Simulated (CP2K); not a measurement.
# WAu (F-43m) in CP2K: notebook

Runs on WAu. Level: PBEsol. Tasks: single point, equation of state.

Everything below comes from runs of CP2K 2026.2. Logs are shortened: lines on timing, memory, paths and dates and some standing lists are left out, and cuts for length are marked.

**1. Starting point**

It takes space group F-43m (No. 216, cubic). The conventional cell has a = 5.818 Å, b = 5.818 Å, c = 5.818 Å, α = 90.00°, β = 90.00°, γ = 90.00°. W (site symmetry -43m) has 4 Au at 2.52 Å as nearest neighbours. Au (site symmetry -43m) has 4 W at 2.52 Å as nearest neighbours.

The cell was built by a generator and needn't be a form met in nature.

**2. Single point, PBEsol, 24.62 Å³/atom**

File wau_eos.inp:

```
&GLOBAL
  PROJECT wau_eos
  RUN_TYPE ENERGY_FORCE
  PRINT_LEVEL LOW
&END GLOBAL
&FORCE_EVAL
  METHOD QS
  STRESS_TENSOR ANALYTICAL
  &DFT
    BASIS_SET_FILE_NAME BASIS_MOLOPT_UZH
    POTENTIAL_FILE_NAME POTENTIAL_UZH
    &MGRID
      CUTOFF 500
      REL_CUTOFF 60
      NGRIDS 5
    &END MGRID
    &QS
      METHOD GPW
      EPS_DEFAULT 1.0E-10
    &END QS
    &KPOINTS
      SCHEME MONKHORST-PACK 8 8 8
      GAMMA_CENTERED T
      SYMMETRY T
      SYMMETRY_BACKEND SPGLIB
    &END KPOINTS
    &SCF
      SCF_GUESS ATOMIC
      EPS_SCF 1.0E-6
      MAX_SCF 100
      ADDED_MOS 16
      CHOLESKY OFF
      EPS_EIGVAL 1.0E-7
      &DIAGONALIZATION ON
        ALGORITHM STANDARD
      &END DIAGONALIZATION
      &MIXING ON
        METHOD BROYDEN_MIXING
        ALPHA 0.4
        BETA 1.5
        NBUFFER 8
      &END MIXING
      &SMEAR ON
        METHOD FERMI_DIRAC
        ELECTRONIC_TEMPERATURE [K] 116.045
      &END SMEAR
    &END SCF
    &XC
      &XC_FUNCTIONAL
        &GGA_X_PBE_SOL
        &END GGA_X_PBE_SOL
        &GGA_C_PBE_SOL
        &END GGA_C_PBE_SOL
      &END XC_FUNCTIONAL
    &END XC
    &PRINT
      &KPOINTS ON
      &END KPOINTS
      &MULLIKEN ON
      &END MULLIKEN
      &MO ON
        ENERGIES T
        OCCUPATION_NUMBERS T
        &EACH
          QS_SCF 0
        &END EACH
        ADD_LAST NUMERIC
      &END MO
    &END PRINT
  &END DFT
  &SUBSYS
    &CELL
      A 4.1142442378 0.0000000000 0.0000000000
      B 2.0571221189 3.5630400273 0.0000000000
      C 2.0571221189 1.1876800091 3.3592663533
      PERIODIC XYZ
    &END CELL
    &COORD
      SCALED
      W   0.0000000000 0.0000000000 0.0000000000
      Au  0.7500000000 0.7500000000 0.7500000000
    &END COORD
    &KIND W
      BASIS_SET TZVP-MOLOPT-PBE-GTH-q14
      POTENTIAL GTH-PBE-q14
    &END KIND
    &KIND Au
      BASIS_SET TZVP-MOLOPT-PBE-GTH-q11
      POTENTIAL GTH-PBE-q11
    &END KIND
    &PRINT
      &ATOMIC_COORDINATES ON
      &END ATOMIC_COORDINATES
      &CELL ON
      &END CELL
    &END PRINT
  &END SUBSYS
  &PRINT
    &FORCES ON
    &END FORCES
    &STRESS_TENSOR ON
    &END STRESS_TENSOR
  &END PRINT
&END FORCE_EVAL
```

Potentials or basis: POTENTIAL_UZH W GTH-PBE-q14, Au GTH-PBE-q11; TZVP-MOLOPT-PBE-GTH basis.

Command:

```sh
OMP_NUM_THREADS=1 cp2k.psmp -i wau_eos.inp -o wau_eos.out
```

wau_eos.out:

```text

 CP2K| version string:                                       CP2K version 2026.2
 CP2K| Input file name                                               wau_eos.inp

 GLOBAL| Force Environment number                                              1
 GLOBAL| Basis set file name                                    BASIS_MOLOPT_UZH
 GLOBAL| Potential file name                                       POTENTIAL_UZH
 GLOBAL| MM Potential file name                                     MM_POTENTIAL
 GLOBAL| Coordinate file name                                      __STD_INPUT__
 GLOBAL| Method name                                                        CP2K
 GLOBAL| Project name                                                    wau_eos
 GLOBAL| Run type                                                   ENERGY_FORCE
 GLOBAL| FFT library                                                       FFTW3
 GLOBAL| Diagonalization library                                       ScaLAPACK
 GLOBAL| Cholesky decomposition library                                ScaLAPACK
 GLOBAL| DGEMM library                                                      BLAS
 GLOBAL| Direct generalized diagonalization requested                          F
 GLOBAL| Matrix multiplication library                                 ScaLAPACK
 GLOBAL| Global print level                                                  LOW
 GLOBAL| Total number of message passing processes                             1
 GLOBAL| Number of threads for this process                                    1
 GLOBAL| CPU model name                                                  UNKNOWN

 CELL| Volume [angstrom^3]:                                            49.244214
 CELL| Vector a [angstrom]:       4.114     0.000     0.000   |a| =     4.114244
 CELL| Vector b [angstrom]:       2.057     3.563     0.000   |b| =     4.114244
 CELL| Vector c [angstrom]:       2.057     1.188     3.359   |c| =     4.114244
 CELL| Angle (b,c), alpha [degree]:                                    60.000000
 CELL| Angle (a,c), beta  [degree]:                                    60.000000
 CELL| Angle (a,b), gamma [degree]:                                    60.000000
 CELL| Numerically orthorhombic:                                              NO
 CELL| Periodicity                                                           XYZ

 CELL_REF| Volume [angstrom^3]:                                        49.244214
 CELL_REF| Vector a [angstrom     4.114     0.000     0.000   |a| =     4.114244
 CELL_REF| Vector b [angstrom     2.057     3.563     0.000   |b| =     4.114244
 CELL_REF| Vector c [angstrom     2.057     1.188     3.359   |c| =     4.114244
 CELL_REF| Angle (b,c), alpha [degree]:                                60.000000
 CELL_REF| Angle (a,c), beta  [degree]:                                60.000000
 CELL_REF| Angle (a,b), gamma [degree]:                                60.000000
 CELL_REF| Numerically orthorhombic:                                          NO
 CELL_REF| Periodicity                                                       XYZ

 GENERATE|  Preliminary Number of Bonds generated:                             0
 GENERATE|  Achieved consistency in connectivity generation.

 *******************************************************************************
 *******************************************************************************
 **            Copyright (C) by CP2K developers group (2000-2026)             **
 *******************************************************************************

 TOTAL NUMBERS AND MAXIMUM NUMBERS

  Total number of            - Atomic kinds:                                   2
                             - Atoms:                                          2
                             - Shell sets:                                     2
                             - Shells:                                        21
                             - Primitive Cartesian functions:                 12
[... 37 lines left out ...]
     6 Broy./Diag. 0.40E+00    4.6     0.00621908      -101.0220355959 -1.76E-02
     7 Broy./Diag. 0.40E+00    4.6     0.00723176      -101.0166244918  5.41E-03
     8 Broy./Diag. 0.40E+00    4.6     0.00225350      -101.0107528965  5.87E-03
     9 Broy./Diag. 0.40E+00    4.6     0.00014749      -101.0118703501 -1.12E-03
    10 Broy./Diag. 0.40E+00    4.6     0.00034776      -101.0112546113  6.16E-04
    11 Broy./Diag. 0.40E+00    4.6     0.00017516      -101.0108795881  3.75E-04
    12 Broy./Diag. 0.40E+00    4.6     0.00009629      -101.0111688919 -2.89E-04
    13 Broy./Diag. 0.40E+00    4.6     0.00001971      -101.0112556191 -8.67E-05
    14 Broy./Diag. 0.40E+00    4.6     0.00000299      -101.0112577695 -2.15E-06
    15 Broy./Diag. 0.40E+00    4.7     0.00000069      -101.0112541460  3.62E-06

  *** SCF run converged in    15 steps ***

  Electronic density on regular grids:        -24.9999999997        0.0000000003
  Core density on regular grids:               24.9999999969       -0.0000000031
  Total charge density on r-space grids:       -0.0000000028
  Total charge density g-space grids:          -0.0000000028

  Overlap energy of the core charge distribution:               0.00000035228105
  Self energy of the core charge distribution:               -160.11702012804682
  Core Hamiltonian energy:                                     39.90590228069178
  Hartree energy:                                              31.82001172294684
  Exchange-correlation energy:                                -12.62011006596887
  Electronic entropic energy:                                  -0.00003830786772
  Fermi energy:                                                 0.26977980766488

  Total energy:                                              -101.01125414596024
  Total energy (extrapolated to T->0):                       -101.01123499202637

 MO| EIGENVALUES AND OCCUPATION NUMBERS FOR K POINT 1
 MO|
 MO|  Index      Eigenvalue [a.u.]        Eigenvalue [eV]             Occupation
 MO|      1              -2.446491             -66.572410               2.000000
 MO|      2              -1.144533             -31.144323               2.000000
 MO|      3              -1.144082             -31.132065               2.000000
 MO|      4              -1.144082             -31.132065               2.000000
 MO|      5               0.037212               1.012588               2.000000
 MO|      6               0.054879               1.493343               2.000000
[... 476 lines left out ...]
 MO|     28               1.113309              30.294684               0.000000
 MO|     29               1.146371              31.194354               0.000000
 MO| Sum:                                                              25.999945
 MO| E(Fermi):            0.269780 a.u.          7.341082 eV

 [... the levels of further k-points ...]

 !-----------------------------------------------------------------------------!
                     Mulliken Population Analysis

 #  Atom  Element  Kind  Atomic population                           Net charge
       1     W        1         14.015283                             -0.015283
       2     Au       2         10.984717                              0.015283
 # Total charge                             25.000000                  0.000000

 !-----------------------------------------------------------------------------!

 ENERGY| Total FORCE_EVAL ( QS ) energy [hartree]           -101.011254374672774

 FORCES| Atomic forces [hartree/bohr]
 FORCES|   Atom     x               y               z               |f|
 FORCES|      1  6.42278530E-11 -1.06112339E-08  2.14317280E-09   1.08256916E-08
 FORCES|      2 -9.77833220E-10  1.00950794E-08 -2.52315163E-09   1.04514631E-08
 FORCES| Sum    -9.13605367E-10 -5.16154485E-10 -3.79978838E-10
 FORCES| Total atomic force                                       1.11600813E-09

 STRESS| Analytical stress tensor [bar]
 STRESS|                        x                   y                   z
 STRESS|      x       -2.56987795998E+04  -3.42631930387E-02   4.19780603821E-03
 STRESS|      y       -3.42631930387E-02  -2.56986962479E+04  -1.38762947355E-01
 STRESS|      z        4.19780603821E-03  -1.38762947355E-01  -2.56986110729E+04
 STRESS| 1/3 Trace                                            -2.56986956402E+04
 STRESS| Determinant                                          -1.69720085807E+13

 STRESS| Eigenvectors and eigenvalues of the analytical stress tensor [bar]
 STRESS|                        1                   2                   3
 STRESS| Eigenvalues  -2.56988166433E+04  -2.56987638478E+04  -2.56985064295E+04
 STRESS|      x           0.579212648414     -0.810492371530      0.087262956681
 STRESS|      y           0.681089412211      0.422338179069     -0.598120117598
 STRESS|      z           0.447917314346      0.405872613258      0.796641388152
```

Wall time 83 s (1 thread of Arm Neoverse V2, shared host); peak memory 0.4 GiB.

Results:

| Item | Value |
| --- | --- |
| Free energy | -2748.6560 eV |
| Pressure | -2.6 GPa |
| Band gap on the k mesh | none (metal or under the smearing width) |
| Mulliken charges | W -0.02; Au +0.02 e |

Caveat: Mulliken charges move with the basis; with these potentials and basis sets, volumes of gold and of layered tellurides can stand 1.5 % and more from those of plane-wave programs; the potentials were made for another functional, which shifts forces and pressure; the basis of atomic orbitals isn't converged, which shifts pressures, moduli and gaps.

**3. Single point, PBEsol, 24.13 Å³/atom (volume scaled by 0.98)**

Changes to wau_eos.inp since step 2:

```diff
@@ -11,2 +11,3 @@
     POTENTIAL_FILE_NAME POTENTIAL_UZH
+    WFN_RESTART_FILE_NAME previous-RESTART.kp
     &MGRID
@@ -27,3 +28,3 @@
     &SCF
-      SCF_GUESS ATOMIC
+      SCF_GUESS RESTART
       EPS_SCF 1.0E-6
@@ -72,5 +73,5 @@
     &CELL
-      A 4.1142442378 0.0000000000 0.0000000000
-      B 2.0571221189 3.5630400273 0.0000000000
-      C 2.0571221189 1.1876800091 3.3592663533
+      A 4.0866310284 0.0000000000 0.0000000000
+      B 2.0433155142 3.5391262864 0.0000000000
+      C 2.0433155142 1.1797087621 3.3367202622
       PERIODIC XYZ
```

Potentials or basis: POTENTIAL_UZH W GTH-PBE-q14, Au GTH-PBE-q11; TZVP-MOLOPT-PBE-GTH basis.

Command:

```sh
OMP_NUM_THREADS=1 cp2k.psmp -i wau_eos.inp -o wau_eos.out
```

Wall time 75 s (1 thread of Arm Neoverse V2, shared host); peak memory 0.4 GiB.

Results (log left out):

```
Free energy            : -2748.6638 eV
Pressure               : 0.1 GPa
Band gap on the k mesh : none (metal or under the smearing width)
Mulliken charges       : W -0.02; Au +0.02 e
```

Caveat: Mulliken charges move with the basis; with these potentials and basis sets, volumes of gold and of layered tellurides can stand 1.5 % and more from those of plane-wave programs; the potentials were made for another functional, which shifts forces and pressure; the basis of atomic orbitals isn't converged, which shifts pressures, moduli and gaps.

**4. Single point, PBEsol, 25.11 Å³/atom (volume scaled by 1.02)**

Changes to wau_eos.inp since step 3:

```diff
@@ -73,5 +73,5 @@
     &CELL
-      A 4.0866310284 0.0000000000 0.0000000000
-      B 2.0433155142 3.5391262864 0.0000000000
-      C 2.0433155142 1.1797087621 3.3367202622
+      A 4.1414916824 0.0000000000 0.0000000000
+      B 2.0707458412 3.5866370066 0.0000000000
+      C 2.0707458412 1.1955456689 3.3815137987
       PERIODIC XYZ
```

Command:

```sh
OMP_NUM_THREADS=1 cp2k.psmp -i wau_eos.inp -o wau_eos.out
```

It took 72 s on 1 thread of Arm Neoverse V2, shared host; peak memory 0.39 GiB.

Results (log left out):

| Quantity | Value |
| --- | --- |
| Free energy | -2748.6328 eV |
| Pressure | -4.9 GPa |
| Band gap on the k mesh | none (metal or under the smearing width) |
| Mulliken charges | W -0.01; Au +0.01 e |

Caveat: Mulliken charges move with the basis; with these potentials and basis sets, volumes of gold and of layered tellurides can stand 1.5 % and more from those of plane-wave programs; the potentials were made for another functional, which shifts forces and pressure; the basis of atomic orbitals isn't converged, which shifts pressures, moduli and gaps.

**5. Single point, PBEsol, 23.64 Å³/atom (volume scaled by 0.96)**

Changes to wau_eos.inp since step 4:

```diff
@@ -73,5 +73,5 @@
     &CELL
-      A 4.1414916824 0.0000000000 0.0000000000
-      B 2.0707458412 3.5866370066 0.0000000000
-      C 2.0707458412 1.1955456689 3.3815137987
+      A 4.0586395264 0.0000000000 0.0000000000
+      B 2.0293197632 3.5148849347 0.0000000000
+      C 2.0293197632 1.1716283116 3.3138652966
       PERIODIC XYZ
```

Command:

```sh
OMP_NUM_THREADS=1 cp2k.psmp -i wau_eos.inp -o wau_eos.out
```

Run time: 75 s. Hardware: 1 thread of Arm Neoverse V2, shared host; peak memory 0.4 GiB.

It converged, with:

| Quantity | Value |
| --- | --- |
| Free energy | -2748.6542 eV |
| Pressure | 3.1 GPa |
| Band gap on the k mesh | none (metal or under the smearing width) |
| Mulliken charges | W -0.02; Au +0.02 e |

Caveat: Mulliken charges move with the basis; with these potentials and basis sets, volumes of gold and of layered tellurides can stand 1.5 % and more from those of plane-wave programs; the potentials were made for another functional, which shifts forces and pressure; the basis of atomic orbitals isn't converged, which shifts pressures, moduli and gaps.

**6. Single point, PBEsol, 25.61 Å³/atom (volume scaled by 1.04)**

Changes to wau_eos.inp since step 5:

```diff
@@ -73,5 +73,5 @@
     &CELL
-      A 4.0586395264 0.0000000000 0.0000000000
-      B 2.0293197632 3.5148849347 0.0000000000
-      C 2.0293197632 1.1716283116 3.3138652966
+      A 4.1683852391 0.0000000000 0.0000000000
+      B 2.0841926196 3.6099275098 0.0000000000
+      C 2.0841926196 1.2033091699 3.4034722958
       PERIODIC XYZ
```

Potentials or basis: POTENTIAL_UZH W GTH-PBE-q14, Au GTH-PBE-q11; TZVP-MOLOPT-PBE-GTH basis.

Command:

```sh
OMP_NUM_THREADS=1 cp2k.psmp -i wau_eos.inp -o wau_eos.out
```

Wall time 70 s (1 thread of Arm Neoverse V2, shared host); peak memory 0.39 GiB.

Results (log left out):

```yaml
Free_energy: -2748.5960 eV
Pressure: -7.0 GPa
Band_gap_on_the_k_mesh: none (metal or under the smearing width)
Mulliken_charges: W -0.01; Au +0.01 e
```

Caveat: Mulliken charges move with the basis; with these potentials and basis sets, volumes of gold and of layered tellurides can stand 1.5 % and more from those of plane-wave programs; the potentials were made for another functional, which shifts forces and pressure; the basis of atomic orbitals isn't converged, which shifts pressures, moduli and gaps.

**7. Single point, PBEsol, 23.14 Å³/atom (volume scaled by 0.94)**

Changes to wau_eos.inp since step 6:

```diff
@@ -73,5 +73,5 @@
     &CELL
-      A 4.1683852391 0.0000000000 0.0000000000
-      B 2.0841926196 3.6099275098 0.0000000000
-      C 2.0841926196 1.2033091699 3.4034722958
+      A 4.0302565032 0.0000000000 0.0000000000
+      B 2.0151282516 3.4903045155 0.0000000000
+      C 2.0151282516 1.1634348385 3.2906906552
       PERIODIC XYZ
```

Command:

```sh
OMP_NUM_THREADS=1 cp2k.psmp -i wau_eos.inp -o wau_eos.out
```

Wall time 79 s (1 thread of Arm Neoverse V2, shared host); peak memory 0.41 GiB.

The run converged. Its results:

```yaml
Free_energy: -2748.6250 eV
Pressure: 6.5 GPa
Band_gap_on_the_k_mesh: none (metal or under the smearing width)
Mulliken_charges: W -0.03; Au +0.03 e
```

Caveat: Mulliken charges move with the basis; with these potentials and basis sets, volumes of gold and of layered tellurides can stand 1.5 % and more from those of plane-wave programs; the potentials were made for another functional, which shifts forces and pressure; the basis of atomic orbitals isn't converged, which shifts pressures, moduli and gaps.

**8. Single point, PBEsol, 26.10 Å³/atom (volume scaled by 1.06)**

Changes to wau_eos.inp since step 7:

```diff
@@ -73,5 +73,5 @@
     &CELL
-      A 4.0302565032 0.0000000000 0.0000000000
-      B 2.0151282516 3.4903045155 0.0000000000
-      C 2.0151282516 1.1634348385 3.2906906552
+      A 4.1949361794 0.0000000000 0.0000000000
+      B 2.0974680897 3.6329212986 0.0000000000
+      C 2.0974680897 1.2109737662 3.4251510478
       PERIODIC XYZ
```

Command:

```sh
OMP_NUM_THREADS=1 cp2k.psmp -i wau_eos.inp -o wau_eos.out
```

Wall time 68 s (1 thread of Arm Neoverse V2, shared host); peak memory 0.39 GiB.

It converged, with:

```
Free energy            : -2748.5471 eV
Pressure               : -8.9 GPa
Band gap on the k mesh : none (metal or under the smearing width)
Mulliken charges       : W -0.01; Au +0.01 e
```

Caveat: Mulliken charges move with the basis; with these potentials and basis sets, volumes of gold and of layered tellurides can stand 1.5 % and more from those of plane-wave programs; the potentials were made for another functional, which shifts forces and pressure; the basis of atomic orbitals isn't converged, which shifts pressures, moduli and gaps.

**9. Equation of state, PBEsol**

Potentials or basis: POTENTIAL_UZH W GTH-PBE-q14, Au GTH-PBE-q11; TZVP-MOLOPT-PBE-GTH basis.

No new run: the results of the series are fitted here.

What came out:

| Quantity | Value |
| --- | --- |
| Equilibrium volume | 24.15 Å³/atom |
| Bulk modulus | 138 GPa |
| Pressure derivative of the bulk modulus | 5.0 |

Energy against volume, from the lowest point:
```
volume (Å³/atom)  energy (meV/atom)
          23.145              19.40
          23.637               4.80
          24.130               0.00
          24.622               3.89
          25.115              15.49
          25.607              33.89
          26.099              58.33
```

Caveat: with these potentials and basis sets, volumes of gold and of layered tellurides can stand 1.5 % and more from those of plane-wave programs; the potentials were made for another functional, which shifts forces and pressure; the basis of atomic orbitals isn't converged, which shifts pressures, moduli and gaps. Spin-orbit coupling is left out, which matters for the levels of Au, W.
